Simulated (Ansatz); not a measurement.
# TaCo3: equation of state with PBEsol

Crystal: TaCo3.

```
Ta Co
1.0
     3.67000    0.00000    0.00000
     0.00000    3.67000    0.00000
     0.00000    0.00000    3.67000
Ta Co
1 3
Cartesian
  0.0000 0.0000 0.0000
  1.8350 1.8350 0.0000
  1.8350 0.0000 1.8350
  0.0000 1.8350 1.8350
```

* Program: Ansatz 0.2.0
* Task: equation of state
* Functional: PBEsol
* Potentials or basis: all-electron LAPW, scalar-relativistic
* Basis error allowed: 0.001 eV/atom
* k mesh: 7 × 7 × 7
* Occupations: fermi-dirac, width 0.05 eV
* Spin: collinear spin, ferromagnetic start
* Starting moments: [0.0, 2.0, 2.0, 2.0] μB

```json
{
 "Equilibrium volume": "11.58 Å³/atom (rough: see the caveat)",
 "Bulk modulus": "318 GPa (rough)"
}
```

Energy against volume, from the lowest point:
```
volume (Å³/atom)  energy (meV/atom)
          11.616               0.00
          11.863               6.35
          12.111              20.48
          12.358              41.55
          12.605              68.77
          12.852              98.20
          13.099             132.35
```

All runs of the series together: 4.9 min on 4 threads of Arm Neoverse V2 (shared host).

Caveat: the fit is doubtful: noisy points or a state that changes with volume; the minimum lies outside the volumes run; the starting moments weren't kept. The run has no spin-orbit coupling, so splittings on Ta are missing.
